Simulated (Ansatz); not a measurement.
# F2H4W: the cost of one run

All numbers below are computed with Ansatz 0.2.0 (RHF/def2-SVP).

## 1. The system as given

Bond lengths: W1–H2 1.720 Å, W1–H3 1.720 Å, W1–F4 1.850 Å, W1–H5 1.720 Å, W1–H6 1.720 Å, W1–F7 1.850 Å. Angles (14 of 15 angles, heavy atoms first): F4–W1–F7 90.0°, H2–W1–F4 90.0°, H2–W1–F7 180.0°, H3–W1–F4 90.0°, H3–W1–F7 90.0°, F4–W1–H5 90.0°, F4–W1–H6 180.0°, H5–W1–F7 90.0°, H6–W1–F7 90.0°, H2–W1–H3 90.0°, H2–W1–H5 90.0°, H2–W1–H6 90.0°, H3–W1–H5 180.0°, H3–W1–H6 90.0°.

As a file:

```xyz
7

W     0.0000    0.0000    0.0000
H     0.0000    0.0000    1.7200
H     1.7200    0.0000    0.0000
F     0.0000    1.8500    0.0000
H    -1.7200    0.0000    0.0000
H     0.0000   -1.7200    0.0000
F     0.0000    0.0000   -1.8500
```

## 2. Preparing the start

Contents of input.yaml:

```yaml
crystal:
  periodic: [false, false, false]
  atoms:
    - { symbol: W, position_ang: [0.0, 0.0, 0.0] }
    - { symbol: H, position_ang: [0.0, 0.0, 1.72] }
    - { symbol: H, position_ang: [1.72, 0.0, 0.0] }
    - { symbol: F, position_ang: [0.0, 1.85, 0.0] }
    - { symbol: H, position_ang: [-1.72, 0.0, 0.0] }
    - { symbol: H, position_ang: [0.0, -1.72, 0.0] }
    - { symbol: F, position_ang: [0.0, 0.0, -1.85] }
basis:
  gaussian: { orbitals: def2-SVP }
hamiltonian:
  xc: hf
relax:
  f_tol: 0.02
  max_steps: 40
```

The run is started by

```console
$ ansatz run input.yaml --threads 2 --pin off --max-ram 3072MiB --backend cpu --events-out ev --progress --plain --runs-dir out
```

Q: Estimate wall time and peak memory on 2 threads of Arm Neoverse V1, shared host.

About 8.2 s, with a peak of 0.14 GiB.
